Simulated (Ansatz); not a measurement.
# WF+ (quintet): wave-function methods side by side, def2-QZVPP

The task here is to estimate one member of a computed series from the others.

Program: Ansatz 0.2.0, Gaussian basis. Level of theory: def2-QZVPP, core rule «outside noble gas», up to 5 orbitals frozen. These are calculated values, not measurements.

To be run: UHF; ROHF; CCSD(T) on UHF.

### What is computed

The geometry is a PBE0/def2-TZVP stationary point (not a proven minimum) of the parent state, kept for this charge and spin. No spin-orbit coupling is included. Elements past krypton take def2 core potentials.

2 atoms, charge 1, spin multiplicity 5.

Atoms are counted from 1 here; the program's logs count them from 0.

Bond lengths: W1–F2 1.838 Å.

The first run:

in.yaml reads:

```yaml
crystal:
  periodic: [false, false, false]
  atoms:
    - {symbol: W, position_ang: [0.000000, 0.000000, 0.000000]}
    - {symbol: F, position_ang: [0.000000, 0.000000, 1.838237]}
basis:
  gaussian: {orbitals: "def2-QZVPP.json"}
total_charge: 1
magnetization: {spin_polarized: true, initial_magnetization: 4}
hamiltonian: {xc: hf}
output: {orbitals: {seedname: orbitals}}
```

Run with:

```bash
ansatz run in.yaml --threads 1 --pin off --events-out ev --progress --plain --max-ram 4096MiB --backend cpu
```

Steps of the session up to this table: UHF; ROHF; CCSD(T) on UHF.

One table of the session follows, with a row left open; its other results are not shown here.

| method | from UCCSD(T) (meV) |
| --- | --- |
| ROHF | +10487.4 |
| UHF | +10311.2 |
| UMP2 | +400.3 |
| UCCSD | ? |
| UCCSD(T) | 0 |

Estimate the missing values for UCCSD.

The run gave: from UCCSD(T) (meV): +418.2. In the column «from UCCSD(T) (meV)» it lies between UMP2 (+400.3) and UHF (+10311.2).
